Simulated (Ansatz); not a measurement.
# BGeHN: the cost of one run

The runs use Ansatz 0.2.0, Gaussian basis; the settings change from run to run.

21 further runs of the same task are left out: 8 that didn't finish, 13 set aside as unsound or not needed. Runs told in other sessions of the task aren't counted.

## Step 1: The system

The geometry is a PBE0/def2-TZVP stationary point (not a proven minimum). No spin-orbit coupling is included. The filled d shell of Ge may be among the frozen orbitals whatever the setting's name suggests.

4 atoms, charge 0, spin multiplicity 4.

Atoms are counted from 1 here; the program's logs count them from 0.

Bond lengths: B1–N2 1.364 Å, B1–H4 1.200 Å, N2–Ge3 1.892 Å. Angles: N2–B1–H4 121.9°, B1–N2–Ge3 179.3°.

## Step 2: MRCISD+Q(5,8)/STO-3G

The input, in.yaml:

```yaml
crystal:
  periodic: [false, false, false]
  atoms:
    - {symbol: B, position_ang: [-0.000019, -0.303817, 0.981005]}
    - {symbol: N, position_ang: [0.000023, -0.228496, -0.380547]}
    - {symbol: Ge, position_ang: [-0.000002, -0.146228, -2.270355]}
    - {symbol: H, position_ang: [-0.000002, 0.678541, 1.669897]}
basis:
  gaussian: {orbitals: STO-3G}
magnetization: {spin_polarized: false, initial_magnetization: 3}
correlation: {method: fic_mrcisd_q, electrons: valence, active_space: {window: {electrons: 5, orbitals: 8}}}
scf: {lower_state_search: light}
```

Started as:

```
ansatz run in.yaml --threads 1 --pin off --events-out ev --progress --plain --max-ram 2393MiB
```

**Question.** How long does this run take on 1 thread of Arm Neoverse V1, shared host, and how much memory does it need?

About 8.5 s, with a peak of 0.25 GiB.
